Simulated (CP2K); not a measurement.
# CH5ClSSi (SMILES CS[SiH2]Cl), step by step

We compute a structure relaxation (singlet CH5ClSSi, AM1), then energy and forces (doublet CH5ClSSi+, AM1), then a geometry optimisation (doublet CH5ClSSi+, AM1), then energy and gradient (singlet CH5ClSSi, AM1) of CH5ClSSi. 

The calculation is run with CP2K 2026.2.

2 further runs of the same task are left out: 1 that didn't finish, 1 set aside as unsound or not needed.

**1. The structure to begin with**

The species is CH5ClSSi (9 atoms), meant as a singlet with charge 0. SMILES: `CS[SiH2]Cl`. The shape is that of a GFN2-xTB optimisation. This is one conformer, not always the lowest. The run starts from this shape.

Bond lengths: C1–S2 1.824 Å, S2–Si3 2.143 Å, Si3–Cl4 2.015 Å, C1–H5 1.085 Å, C1–H6 1.084 Å, C1–H7 1.086 Å, Si3–H8 1.448 Å, Si3–H9 1.456 Å. Some angles: C1–S2–Si3 100.8°, S2–Si3–Cl4 110.6°, S2–C1–H5 109.7°, S2–C1–H6 106.7°, S2–C1–H7 109.6°, S2–Si3–H8 103.9°, S2–Si3–H9 108.7°, Cl4–Si3–H8 111.4°, Cl4–Si3–H9 107.7°, H5–C1–H6 110.1°.

**2. A structure relaxation at AM1 (run 1)**

File qs.inp:

```
&GLOBAL
  PROJECT qs
  RUN_TYPE GEO_OPT
  PRINT_LEVEL LOW
&END GLOBAL
&FORCE_EVAL
  METHOD Quickstep
  &DFT
    &QS
      METHOD AM1
      EPS_DEFAULT 1.0E-10
      &SE
        &COULOMB
          CUTOFF [angstrom] 50
          RC_RANGE [angstrom] 0
        &END COULOMB
        &EXCHANGE
          CUTOFF [angstrom] 50
          RC_RANGE [angstrom] 0
        &END EXCHANGE
      &END SE
    &END QS
    &POISSON
      PERIODIC NONE
      POISSON_SOLVER ANALYTIC
    &END POISSON
    &SCF
      SCF_GUESS ATOMIC
      EPS_SCF 1.0E-06
      MAX_SCF 100
      ADDED_MOS 2
      &DIAGONALIZATION
        ALGORITHM STANDARD
      &END DIAGONALIZATION
      &MIXING
        METHOD DIRECT_P_MIXING
        ALPHA 0.4
      &END MIXING
    &END SCF
    &PRINT
      &MOMENTS
        PERIODIC F
        REFERENCE COM
        MAX_MOMENT 1
      &END MOMENTS
      &MULLIKEN OFF
      &END MULLIKEN
      &HIRSHFELD OFF
      &END HIRSHFELD
    &END PRINT
  &END DFT
  ! atoms, cell and kinds
  &SUBSYS
    ! box in angstrom
    &CELL
      ABC 15.6 16 15.2
      PERIODIC NONE
    &END CELL
    &COORD
      C     -0.812380     1.159790     0.605360
      S      0.361880     1.020000    -0.783080
      Si     0.782110    -1.081330    -0.744630
      Cl     1.366310    -1.652790     1.096780
      H     -0.362720     0.754450     1.506300
      H     -1.016540     2.216960     0.734400
      H     -1.728880     0.631260     0.362370
      H      1.848180    -1.240120    -1.711270
      H     -0.437960    -1.808230    -1.066230
    &END COORD
    &TOPOLOGY
      &CENTER_COORDINATES
      &END CENTER_COORDINATES
    &END TOPOLOGY
  &END SUBSYS
&END FORCE_EVAL
! ionic moves
&MOTION
  &GEO_OPT
    OPTIMIZER LBFGS
    MAX_ITER 100
    MAX_FORCE 4.5E-04
    RMS_FORCE 3.0E-04
  &END GEO_OPT
  ! extra output
  &PRINT
    &TRAJECTORY
      &EACH
        GEO_OPT 1
      &END EACH
    &END TRAJECTORY
    &FORCES ON
      &EACH
        GEO_OPT 1
      &END EACH
    &END FORCES
    &RESTART OFF
    &END RESTART
    &RESTART_HISTORY OFF
    &END RESTART_HISTORY
  &END PRINT
&END MOTION
```

Command:

```sh
OMP_NUM_THREADS=1 cp2k.psmp -i qs.inp > qs.out 2>&1
```

The program printed:

```text
CP2K| version string:                                       CP2K version 2026.2
[...]
 GLOBAL| Method name                                                        CP2K
[...]
 GLOBAL| Run type                                                        GEO_OPT
[...]
                             - Atoms:                                          9
[...]
                             - Spherical basis functions:                     21
[...]
 Number of electrons:                                                         26
[...]
     1 P_Mix/Diag. 0.40E+00    0.0     0.81668846       -26.8932277162 -2.69E+01
[...]
  *** SCF run converged in    17 steps ***
[...]
 ENERGY| Total FORCE_EVAL ( QS ) energy [hartree]            -31.238748060185117
[...]
 OPT| Step number                                                              1
[...]
 OPT| Total energy [hartree]                                      -31.2455151069
[...]
 OPT| Step number                                                             24
[...]
 OPT| Total energy [hartree]                                      -31.2486094355
[...]
 OPT| Step number                                                             25
[...]
 OPT| Total energy [hartree]                                      -31.2486118786
[...]
 ***                    GEOMETRY OPTIMIZATION COMPLETED                      ***
[...]
     8 DIIS/Diag.  0.26E-06    0.0     0.00000098       -31.2486118786 -3.80E-12
  *** SCF run converged in     8 steps ***
  Core-core repulsion energy [eV]:                           1383.52202522801235
  Core Hamiltonian energy [eV]:                             -1351.77638672259150
  Two-electron integral energy [eV]:                        -1764.12722263612341
  Electronic energy [eV]:                                   -2233.83999804065297
  Total energy [eV]:                                         -850.31797281264085
  Atomic reference energy [eV]:                               848.27430454847138
  Heat of formation [kcal/mol]:                               -47.12811349236463
[...]
 SE_DIPOLE| Moment [Debye]          1.41255964       0.73118748       0.01454608
 SE_DIPOLE| Derivative [a.u.]       0.00000000       0.00000000       0.00000000
 ENERGY| Total FORCE_EVAL ( QS ) energy [hartree]            -31.248611878582047
[...]
```

Run time: 1.2 s. Hardware: 1 thread of Arm Neoverse N1, shared host; peak memory 0.14 GiB.

The path in brief:

```tsv
step	energy from the first frame kept (eV)	largest force (eV/Å)
1	0.0000	0.9343
3	-0.0568	0.2518
5	-0.0638	0.1947
7	-0.0718	0.1101
9	-0.0737	0.0507
11	-0.0754	0.0757
13	-0.0783	0.1230
15	-0.0796	0.0700
17	-0.0813	0.0687
19	-0.0829	0.0984
21	-0.0836	0.0393
23	-0.0841	0.0417
25	-0.0843	0.0146
26	-0.0843	0.0146
```

After the run. Bond lengths: C1–S2 1.756 Å, S2–Si3 2.306 Å, Si3–Cl4 2.061 Å, C1–H5 1.112 Å, C1–H6 1.117 Å, C1–H7 1.112 Å, Si3–H8 1.462 Å, Si3–H9 1.462 Å. Some angles: C1–S2–Si3 104.0°, S2–Si3–Cl4 111.6°, S2–C1–H5 112.0°, S2–C1–H6 105.1°, S2–C1–H7 112.2°, S2–Si3–H8 104.1°, S2–Si3–H9 110.1°, Cl4–Si3–H8 111.5°, Cl4–Si3–H9 108.9°, H5–C1–H6 108.9°.

**3. The doublet cation: energy and gradient at AM1 (run 2)**

File molecule.inp:

```
&GLOBAL
 PROJECT_NAME molecule
 RUN_TYPE ENERGY_FORCE
 PRINT_LEVEL MEDIUM
&END
&FORCE_EVAL
 METHOD QUICKSTEP
 &DFT
  CHARGE 1
  MULTIPLICITY 2
  LSD T
  &QS
   METHOD AM1
   EPS_DEFAULT 1.0E-10
   &SE
    &COULOMB
     CUTOFF [angstrom] 50
     RC_RANGE [angstrom] 0
    &END
    &EXCHANGE
     CUTOFF [angstrom] 50
     RC_RANGE [angstrom] 0
    &END
   &END
  &END
  &POISSON
   PERIODIC NONE
   POISSON_SOLVER ANALYTIC
  &END
  &SCF
   SCF_GUESS ATOMIC
   EPS_SCF 1.0E-06
   MAX_SCF 40
   &OT
    MINIMIZER DIIS
    PRECONDITIONER FULL_ALL
   &END
   &OUTER_SCF
    EPS_SCF 1.0E-06
    MAX_SCF 8
   &END
  &END
  &PRINT
   &MOMENTS
    PERIODIC F
    REFERENCE COM
    MAX_MOMENT 1
   &END
   &MO_CUBES
    NLUMO 5
    NHOMO -1
    WRITE_CUBE F
   &END
   &HIRSHFELD OFF
   &END
  &END
 &END
 &SUBSYS
  &CELL
   ABC 15.6 16.3 15.4
   PERIODIC NONE
  &END
  &COORD
   C      6.891446     9.027511     8.308190
   S      8.077766     8.884196     7.021781
   Si     8.564116     6.631331     6.959476
   Cl     9.265599     5.955798     8.775688
   H      7.279551     8.645837     9.277803
   H      6.695539    10.122826     8.403549
   H      5.938874     8.509478     8.061809
   H      9.580315     6.515183     5.914722
   H      7.369944     5.868545     6.599347
  &END
  &TOPOLOGY
   &CENTER_COORDINATES
   &END
  &END
 &END
 &PRINT
  &FORCES ON
  &END
 &END
&END
```

Command:

```sh
OMP_NUM_THREADS=1 cp2k.psmp -i molecule.inp -o molecule.out
```

The program printed:

```text
CP2K| version string:                                       CP2K version 2026.2
[...]
 GLOBAL| Method name                                                        CP2K
[...]
 GLOBAL| Run type                                                   ENERGY_FORCE
[...]
                             - Atoms:                                          9
[...]
                             - Spherical basis functions:                     21
[...]
 Number of electrons:                                                         13
[...]
     1 OT DIIS     0.15E+00    0.0     0.15082623       -26.9622545784 -2.70E+01
[...]
     8 OT DIIS     0.15E+00    0.0     0.00000092       -30.9208929843 -3.90E-09
  *** SCF run converged in     8 steps ***
  Core-core repulsion energy [eV]:                           1383.52199521447801
  Core Hamiltonian energy [eV]:                             -1310.98863430932511
  Two-electron integral energy [eV]:                        -1827.86729817902597
  Electronic energy [eV]:                                   -2224.92228339883832
  Total energy [eV]:                                         -841.40028818436019
  Atomic reference energy [eV]:                               848.27430454847138
  Heat of formation [kcal/mol]:                               158.51859572124152
[...]
 SE_DIPOLE| Moment [Debye]          3.15808017      -4.08619954       1.82516068
 SE_DIPOLE| Derivative [a.u.]       0.00000000       0.00000000       0.00000000
[...]
 ENERGY| Total FORCE_EVAL ( QS ) energy [hartree]            -30.920892984610845
 FORCES| Atomic forces [hartree/bohr]
 FORCES|   Atom     x               y               z               |f|
 FORCES|      1  1.97416074E-02  4.31353453E-03 -1.92080160E-02   2.78798408E-02
 FORCES|      2 -1.93311923E-02  2.21360431E-02  1.33976107E-02   3.22985351E-02
 FORCES|      3  1.35881530E-02 -3.64041463E-02  1.05953840E-02   4.02760714E-02
 FORCES|      4 -3.29212714E-03  5.69488901E-03 -7.05818638E-03   9.64820485E-03
 FORCES|      5  6.92931865E-04 -2.75098402E-03  4.96080480E-03   5.71468739E-03
 FORCES|      6 -3.61089978E-03  4.02188690E-03  2.92618351E-03   6.14627704E-03
 FORCES|      7 -4.43429560E-03 -3.06066402E-03 -9.54053258E-04   5.47182413E-03
 FORCES|      8  9.25769218E-04  3.05466455E-03 -2.42956206E-03   4.01133344E-03
 FORCES|      9 -4.27994672E-03  2.99477625E-03 -2.23016529E-03   5.67981214E-03
 FORCES| Sum     5.55111512E-16 -7.56339436E-16  9.54097912E-17
 FORCES| Total atomic force                                       9.43027657E-16
[...]
```

Run time: 1.5 s. Hardware: 1 thread of Arm Neoverse N1, shared host; peak memory 0.14 GiB.

**4. The doublet cation: a geometry optimisation at AM1 (run 3)**

File mol.inp:

```
&GLOBAL
    PROJECT_NAME mol
    RUN_TYPE GEO_OPT
    PRINT_LEVEL LOW
&END GLOBAL

&MOTION
    &GEO_OPT
        OPTIMIZER LBFGS
        MAX_ITER 100
        MAX_FORCE 4.5E-04
        RMS_FORCE 3.0E-04
    &END GEO_OPT
    ! extra output
    &PRINT
        &TRAJECTORY
            &EACH
                GEO_OPT 1
            &END EACH
        &END TRAJECTORY
        &FORCES ON
            &EACH
                GEO_OPT 1
            &END EACH
        &END FORCES
        &RESTART OFF
        &END RESTART
        &RESTART_HISTORY OFF
        &END RESTART_HISTORY
    &END PRINT
&END MOTION

&FORCE_EVAL
    METHOD Quickstep
    &DFT
        CHARGE 1
        MULTIPLICITY 2
        UKS T
        &QS
            METHOD AM1
            EPS_DEFAULT 1.0E-10
            &SE
                &COULOMB
                    CUTOFF [angstrom] 50
                    RC_RANGE [angstrom] 0
                &END COULOMB
                &EXCHANGE
                    CUTOFF [angstrom] 50
                    RC_RANGE [angstrom] 0
                &END EXCHANGE
            &END SE
        &END QS
        &POISSON
            PERIODIC NONE
            POISSON_SOLVER ANALYTIC
        &END POISSON
        &SCF
            SCF_GUESS ATOMIC
            EPS_SCF 1.0E-06
            MAX_SCF 40
            &OT ON
                MINIMIZER DIIS
                PRECONDITIONER FULL_ALL
            &END OT
            &OUTER_SCF
                EPS_SCF 1.0E-06
                MAX_SCF 8
            &END OUTER_SCF
        &END SCF
        &PRINT
            &MOMENTS
                PERIODIC F
                REFERENCE COM
                MAX_MOMENT 1
            &END MOMENTS
            &MULLIKEN OFF
            &END MULLIKEN
            &HIRSHFELD OFF
            &END HIRSHFELD
        &END PRINT
    &END DFT
    ! atoms, cell and kinds
    &SUBSYS
        ! box in angstrom
        &CELL
            ABC [angstrom] 15.6 16.3 15.4
            PERIODIC NONE
        &END CELL
        &COORD
            C      6.891446     9.027511     8.308190
            S      8.077766     8.884196     7.021781
            Si     8.564116     6.631331     6.959476
            Cl     9.265599     5.955798     8.775688
            H      7.279551     8.645837     9.277803
            H      6.695539    10.122826     8.403549
            H      5.938874     8.509478     8.061809
            H      9.580315     6.515183     5.914722
            H      7.369944     5.868545     6.599347
        &END COORD
        &TOPOLOGY
            &CENTER_COORDINATES
            &END CENTER_COORDINATES
        &END TOPOLOGY
    &END SUBSYS
&END FORCE_EVAL
```

Command:

```sh
OMP_NUM_THREADS=1 cp2k.psmp -i mol.inp > mol.out 2>&1
```

The program printed:

```text
CP2K| version string:                                       CP2K version 2026.2
[...]
 GLOBAL| Method name                                                        CP2K
[...]
 GLOBAL| Run type                                                        GEO_OPT
[...]
                             - Atoms:                                          9
[...]
                             - Spherical basis functions:                     21
[...]
 Number of electrons:                                                         13
[...]
     1 OT DIIS     0.15E+00    0.0     0.15082623       -26.9622545784 -2.70E+01
[...]
  *** SCF run converged in     8 steps ***
[...]
 ENERGY| Total FORCE_EVAL ( QS ) energy [hartree]            -30.920892984610845
[...]
 OPT| Step number                                                              1
[...]
 OPT| Total energy [hartree]                                      -30.9268867546
[...]
 OPT| Step number                                                             55
[...]
 OPT| Total energy [hartree]                                      -30.9315037711
[...]
 OPT| Step number                                                             56
[...]
 OPT| Total energy [hartree]                                      -30.9315041880
[...]
 ***                    GEOMETRY OPTIMIZATION COMPLETED                      ***
[...]
     8 OT DIIS     0.15E+00    0.0     0.00000070       -30.9315041879 -1.49E-09
  *** SCF run converged in     8 steps ***
  Core-core repulsion energy [eV]:                           1394.40959240479287
  Core Hamiltonian energy [eV]:                             -1312.29434307963061
  Two-electron integral energy [eV]:                        -1847.60856608328436
  Electronic energy [eV]:                                   -2236.09862612127290
  Total energy [eV]:                                         -841.68903371648003
  Atomic reference energy [eV]:                               848.27430454847138
  Heat of formation [kcal/mol]:                               151.85996503898289
[...]
 SE_DIPOLE| Moment [Debye]          2.20355258      -2.95567323       1.78974839
 SE_DIPOLE| Derivative [a.u.]       0.00000000       0.00000000       0.00000000
 ENERGY| Total FORCE_EVAL ( QS ) energy [hartree]            -30.931504187857904
[...]
```

It took 18 s on 1 thread of Arm Neoverse N1, shared host; peak memory 0.14 GiB.

Step by step:

```tsv
step	energy from the first frame kept (eV)	largest force (eV/Å)
1	0.0000	0.7810
4	-0.0585	0.3551
7	-0.0656	0.1107
10	-0.0670	0.0425
13	-0.0690	0.1389
16	-0.0711	0.0596
19	-0.0738	0.0584
22	-0.0759	0.2038
25	-0.0861	0.4200
28	-0.1051	0.2454
31	-0.1151	0.1065
34	-0.1207	0.1273
37	-0.1230	0.1432
40	-0.1238	0.0411
43	-0.1243	0.0226
46	-0.1245	0.0313
49	-0.1252	0.0342
52	-0.1255	0.0195
55	-0.1256	0.0114
57	-0.1256	0.0090
```

After the run. Bond lengths: C1–S2 1.688 Å, S2–Si3 2.458 Å, Si3–Cl4 1.996 Å, C1–H5 1.119 Å, C1–H6 1.131 Å, C1–H7 1.131 Å, Si3–H8 1.462 Å, Si3–H9 1.462 Å. Some angles: C1–S2–Si3 106.7°, S2–Si3–Cl4 108.6°, S2–C1–H5 117.1°, S2–C1–H6 109.4°, S2–C1–H7 109.2°, S2–Si3–H8 97.4°, S2–Si3–H9 98.4°, Cl4–Si3–H8 117.4°, Cl4–Si3–H9 117.0°, H5–C1–H6 107.6°.

**5. Energy and gradient at AM1 (run 4)**

File mol.inp:

```
&GLOBAL
    PROJECT mol
    RUN_TYPE ENERGY_FORCE
    PRINT_LEVEL MEDIUM
&END GLOBAL

&FORCE_EVAL
    METHOD QUICKSTEP
    &DFT
        CHARGE 0
        MULTIPLICITY 1
        ! Quickstep
        &QS
            METHOD AM1
            EPS_DEFAULT 1.0E-10
            &SE
                &COULOMB
                    CUTOFF [angstrom] 50
                    RC_RANGE [angstrom] 0
                &END COULOMB
                &EXCHANGE
                    CUTOFF [angstrom] 50
                    RC_RANGE [angstrom] 0
                &END EXCHANGE
            &END SE
        &END QS
        &POISSON
            PERIODIC NONE
            POISSON_SOLVER ANALYTIC
        &END POISSON
        &SCF
            SCF_GUESS ATOMIC
            EPS_SCF 1.0E-06
            MAX_SCF 100
            ADDED_MOS 2
            &DIAGONALIZATION
                ALGORITHM STANDARD
            &END DIAGONALIZATION
            &MIXING
                METHOD DIRECT_P_MIXING
                ALPHA 0.4
            &END MIXING
        &END SCF
        &PRINT
            &MOMENTS
                PERIODIC F
                REFERENCE COM
                MAX_MOMENT 1
            &END MOMENTS
            &MO ON
                ENERGIES T
                OCCUPATION_NUMBERS T
                NDIGITS 6
                &EACH
                    QS_SCF 0
                &END EACH
                ADD_LAST NUMERIC
            &END MO
            &HIRSHFELD OFF
            &END HIRSHFELD
        &END PRINT
    &END DFT
    &SUBSYS
        &CELL
            ABC [angstrom] 16 16.5 15
            PERIODIC NONE
        &END CELL
        &COORD
            C      6.948692     9.172980     8.408319
            S      7.304290     8.656810     6.841057
            Si     8.672803     6.627079     7.059349
            Cl     9.020659     6.300519     8.997914
            H      7.331393     8.545096     9.251332
            H      7.343981    10.222378     8.556141
            H      5.827610     9.263692     8.525111
            H      9.798519     7.068943     6.238251
            H      7.778853     5.692038     6.378528
        &END COORD
        &TOPOLOGY
            &CENTER_COORDINATES
            &END CENTER_COORDINATES
        &END TOPOLOGY
    &END SUBSYS
    &PRINT
        &FORCES ON
        &END FORCES
    &END PRINT
&END FORCE_EVAL
```

Command:

```sh
OMP_NUM_THREADS=1 cp2k.psmp -i mol.inp > mol.out 2>&1
```

The program printed:

```text
CP2K| version string:                                       CP2K version 2026.2
[...]
 GLOBAL| Method name                                                        CP2K
[...]
 GLOBAL| Run type                                                   ENERGY_FORCE
[...]
                             - Atoms:                                          9
[...]
                             - Spherical basis functions:                     21
[...]
 Number of electrons:                                                         26
[...]
     1 P_Mix/Diag. 0.40E+00    0.0     0.84416183       -26.9474616447 -2.69E+01
[...]
    18 DIIS/Diag.  0.43E-07    0.0     0.00000041       -31.2374593942 -2.57E-12
  *** SCF run converged in    18 steps ***
  Core-core repulsion energy [eV]:                           1394.40952381045213
  Core Hamiltonian energy [eV]:                             -1350.79917552368602
  Two-electron integral energy [eV]:                        -1787.24969313228735
  Electronic energy [eV]:                                   -2244.42402208983003
  Total energy [eV]:                                         -850.01449827937745
  Atomic reference energy [eV]:                               848.27430454847138
  Heat of formation [kcal/mol]:                               -40.12982394780946
[...]
 SE_DIPOLE| Moment [Debye]         -0.85090771       1.37251274      -0.81137044
 SE_DIPOLE| Derivative [a.u.]       0.00000000       0.00000000       0.00000000
 ENERGY| Total FORCE_EVAL ( QS ) energy [hartree]            -31.237459394207697
 FORCES| Atomic forces [hartree/bohr]
 FORCES|   Atom     x               y               z               |f|
 FORCES|      1 -1.21212931E-02  1.91692877E-02  2.84524607E-02   3.63858469E-02
 FORCES|      2  1.84426733E-02 -2.74501178E-02 -2.13103763E-02   3.93417501E-02
 FORCES|      3 -2.19661405E-02  3.13309643E-02 -1.38234844E-02   4.06845103E-02
 FORCES|      4  3.22367303E-03 -3.92188825E-03  8.76810729E-03   1.01317807E-02
 FORCES|      5 -3.56131325E-04  4.15941591E-04 -4.31486170E-03   4.34946760E-03
 FORCES|      6  3.56251829E-04 -7.34748642E-03 -3.71946226E-04   7.36551533E-03
 FORCES|      7  6.38866872E-03 -3.63722935E-03 -2.60875655E-04   7.35612544E-03
 FORCES|      8  1.96073513E-03 -5.11702491E-03  1.47637182E-03   5.67521806E-03
 FORCES|      9  4.07156295E-03 -3.44244687E-03  1.38460451E-03   5.50864729E-03
 FORCES| Sum     1.52655666E-16  1.66533454E-16  6.93889390E-16
 FORCES| Total atomic force                                       7.29739426E-16
[...]
```

Run time: 0.44 s. Hardware: 1 thread of Arm Neoverse N1, shared host; peak memory 0.14 GiB.

**6. What came out**

| quantity | value |
| --- | --- |
| run 1, AM1: total energy at the end | -31.24861 Eh |
| run 1, AM1: dipole moment | 1.59 D |
| run 1, AM1: heat of formation | -47.1 kcal/mol |
| doublet cation, run 2: total energy | -30.92089 Eh |
| doublet cation, run 2: heat of formation at this unrelaxed shape | 158.5 kcal/mol |
| doublet cation, run 2: largest force on an atom | 2.071 eV/Å |
| doublet cation, run 3: total energy at the end | -30.93150 Eh |
| doublet cation, run 3: heat of formation | 151.9 kcal/mol |
| run 4, AM1: total energy | -31.23746 Eh |
| run 4, AM1: dipole moment | 1.81 D |
| run 4, AM1: HOMO energy | -8.78 eV |
| run 4, AM1: LUMO energy | -1.64 eV |
| run 4, AM1: HOMO–LUMO gap | 7.15 eV |
| run 4, AM1: heat of formation at this unrelaxed shape | -40.1 kcal/mol |
| run 4, AM1: largest force on an atom | 2.092 eV/Å |
| adiabatic ionisation energy (to the doublet cation, no zero-point term) | 8.629 eV |

In words: The adiabatic ionisation energy (to the doublet cation, no zero-point term) is 8.63 eV (199 kcal/mol). The largest force (run 4, AM1) is 2.09 eV/Å: the shape isn't a stationary point for this species at this level. The optimisation (run 1, AM1) took 25 steps. The optimisation (doublet cation, run 3) took 56 steps.
